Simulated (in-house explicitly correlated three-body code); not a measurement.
**Two electrons around a charge of +1.36: exact states and exact Kohn–Sham parts**

An exercise on one series of results from a longer session: the logs are not shown, and one member is left open.

Program: in-house explicitly correlated three-body code version 1. Level of theory: two electrons, non-relativistic, variational in exponentially correlated functions. These are calculated values, not measurements, unless marked.

### What is computed

```
charge of the centre : +1.36
mass of the centre   : infinite
interactions         : Coulomb
basis                : 260 functions exp(−a r1 − b r2 − g r12) a state, exponent ranges optimised
units                : hartree and bohr; relativity and QED are left out
```

The first run:

Settings:

```ini
Z = 1.36
interaction_strength = 1.0
functions = 260
states_tried = 13
```

Command:

```console
python run_hyl.py task.json out
```

Steps of the session up to this table: Input and results.

One table of the session follows, with a row left open; its other results are not shown here.

```
state  binding (eV)  excitation (eV)  ⟨r12⟩ (bohr)
 1 ¹S       6.18517                0         2.447
 2 ³S      0.818232          5.36694         9.223
 2 ¹S      0.631149          5.55402         11.91
 2 ³P      0.457939          5.72723         13.23
 2 ¹P      0.441892          5.74328         13.93
 3 ³S      0.287669          5.89750         25.66
 3 ¹S      0.245461          5.93971         30.08
 3 ³P             ?                ?             ?
 3 ¹P      0.196097          5.98907         34.73
 4 ³S      0.145772          6.03940         50.48
 4 ¹S      0.130009          6.05516         56.61
 4 ³P      0.112640          6.07253         62.41
 4 ¹P      0.110259          6.07491         63.88
```

Q: Estimate the row for 3 ³P from the others.

The run gave: binding (eV): 0.201530; excitation (eV): 5.98364; ⟨r12⟩ (bohr): 33.63. In the column «binding (eV)» it lies between 3 ¹P (0.196097) and 3 ¹S (0.245461).
